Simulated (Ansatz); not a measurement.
# CH7B2In: small, medium and large basis sets

One table from this session's results is given with a row withheld; the runs are named, their logs left out.

The runs use Ansatz 0.2.0, Gaussian basis; one geometry, several basis sets.

Plan: PBE0-D4/def2-SVP; ωB97M-V/def2-SVP; PBE0-D4/def2-QZVPP; ωB97M-V/def2-QZVPP; the functionals' def2-TZVPP values are taken from earlier runs.

## The geometry

All runs share one geometry, relaxed beforehand with PBE0-D4 in a triple-zeta def2 set. In takes the def2 core potential; no spin-orbit term is included.

SMILES `BB[CH2][InH2]`, 11 atoms, charge 0, spin multiplicity 1.

Atoms are counted from 1 here; the program's logs count them from 0.

Bond lengths: B1–B2 1.660 Å, B1–H5 1.220 Å, B1–H6 1.197 Å, B2–C3 1.492 Å, B2–H7 1.213 Å, C3–In4 2.300 Å, C3–H8 1.089 Å, C3–H9 1.088 Å, In4–H10 1.713 Å, In4–H11 1.718 Å. Angles: B2–B1–H5 123.0°, B2–B1–H6 124.4°, H5–B1–H6 112.4°, B1–B2–C3 128.7°, B1–B2–H7 110.8°, C3–B2–H7 118.8°, B2–C3–In4 79.4°, B2–C3–H8 122.3°, B2–C3–H9 121.2°, In4–C3–H8 95.7°, In4–C3–H9 114.9°, H8–C3–H9 113.0°, C3–In4–H10 124.5°, C3–In4–H11 107.8°, H10–In4–H11 127.2°.

Set-up of the first run:

in.yaml reads:

```yaml
crystal:
  periodic: [false, false, false]
  atoms:
    - {symbol: B, position_ang: [-1.303278, 1.041126, -0.019585]}
    - {symbol: B, position_ang: [0.355367, 0.983357, -0.007671]}
    - {symbol: C, position_ang: [1.251108, 0.083583, 0.776475]}
    - {symbol: In, position_ang: [0.079970, -1.460321, -0.461636]}
    - {symbol: H, position_ang: [-1.994616, 0.168761, -0.518604]}
    - {symbol: H, position_ang: [-1.950641, 1.975076, 0.357539]}
    - {symbol: H, position_ang: [0.813186, 1.577566, -0.960665]}
    - {symbol: H, position_ang: [0.966014, -0.318531, 1.748029]}
    - {symbol: H, position_ang: [2.326703, 0.079469, 0.614579]}
    - {symbol: H, position_ang: [0.198360, -1.632657, -2.161991]}
    - {symbol: H, position_ang: [-0.742183, -2.497429, 0.633508]}
basis:
  gaussian: {orbitals: def2-SVP}
hamiltonian: {xc: pbe0, dispersion: d4}
output: {orbitals: {seedname: orbitals}}
```

Started as:

```sh
ansatz run in.yaml --threads 4 --pin off --events-out ev --progress --plain --max-ram 10444MiB
```

Steps of the session up to this table: PBE0-D4 in def2-SVP; ωB97M-V in def2-SVP; PBE0-D4 in def2-QZVPP; ωB97M-V in def2-QZVPP.

One of the session's tables, all rows but one given; the rest of the session is left out.

It belongs to the step «Functionals by basis». 

| functional | basis | HOMO (eV) | LUMO (eV) |
| --- | --- | --- | --- |
| PBE0-D4 | def2-SVP | -7.46 | -1.88 |
| PBE0-D4 | def2-TZVPP | -7.48 | -1.97 |
| PBE0-D4 | def2-QZVPP | -7.48 | -1.99 |
| ωB97M-V | def2-SVP | -9.54 | 0.08 |
| ωB97M-V | def2-TZVPP | ? | ? |
| ωB97M-V | def2-QZVPP | -9.58 | -0.16 |

**Question.** Estimate the row for ωB97M-V, def2-TZVPP.

The run gave: HOMO (eV): -9.58; LUMO (eV): -0.10.
